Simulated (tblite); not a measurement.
# C6H10BBrO: the cost of one run

The runs use tblite 0.8.0 and PySCF 2.14.0, with density-fitted response routines of our own; the level of theory stands in each step. All values are computed, except where a source is named. Atoms count from 0, in the outputs and in this text.

## Step 1: The molecule as given

19 atoms, charge 0, multiplicity 1; geometry from: force field or distance geometry start.

Bonds of the start (Å): C0–C1 1.49, C1–O2 1.39, O2–C3 1.39, C3–B4 1.60, B4–C5 1.54, C5–C6 1.21, C6–C7 1.48, C7–Br8 1.93, C0–H9 1.14, C0–H10 1.12, C0–H11 1.09, C1–H12 1.10, C1–H13 1.13, C3–H14 1.10, C3–H15 1.11, B4–H16 1.18, C7–H17 1.13, C7–H18 1.11.

## Step 2: Optimising the geometry with GFN2-xTB

Job settings and geometry (Å):

```
{"job": {"kind": "relax", "xc": "GFN2-xTB", "basis": "xTB"}, "charge": 0, "multiplicity": 1}
C     -3.358300     0.602800    -0.421200
C     -2.543600    -0.588400    -0.796100
O     -1.464700    -0.744800     0.068800
C     -0.587200     0.337300     0.085600
B      0.539000    -0.071600     1.141200
C      1.996600    -0.166300     0.665600
C      3.146500    -0.233500     0.279500
C      4.554400    -0.338900    -0.172200
Br     5.352600     1.412100    -0.270200
H     -4.448200     0.280600    -0.473600
H     -3.179200     1.410600    -1.177900
H     -3.168400     0.893600     0.613200
H     -2.229000    -0.554700    -1.854600
H     -3.155700    -1.530200    -0.695000
H     -0.178100     0.564900    -0.908700
H     -1.158400     1.214100     0.464100
H      0.171100    -0.616200     2.126400
H      5.143600    -1.027500     0.497300
H      4.557000    -0.834500    -1.164400
```

Started as:

```sh
$ OMP_NUM_THREADS=1 python probes_run.py task.json out
```

The driver reads the jobs from task.json and runs them one after another.

**Question.** How long does this first job take on 1 thread of Arm Neoverse V2, shared host, and how much memory does it need?

About 1.5 s, with a peak of 0.18 GiB.
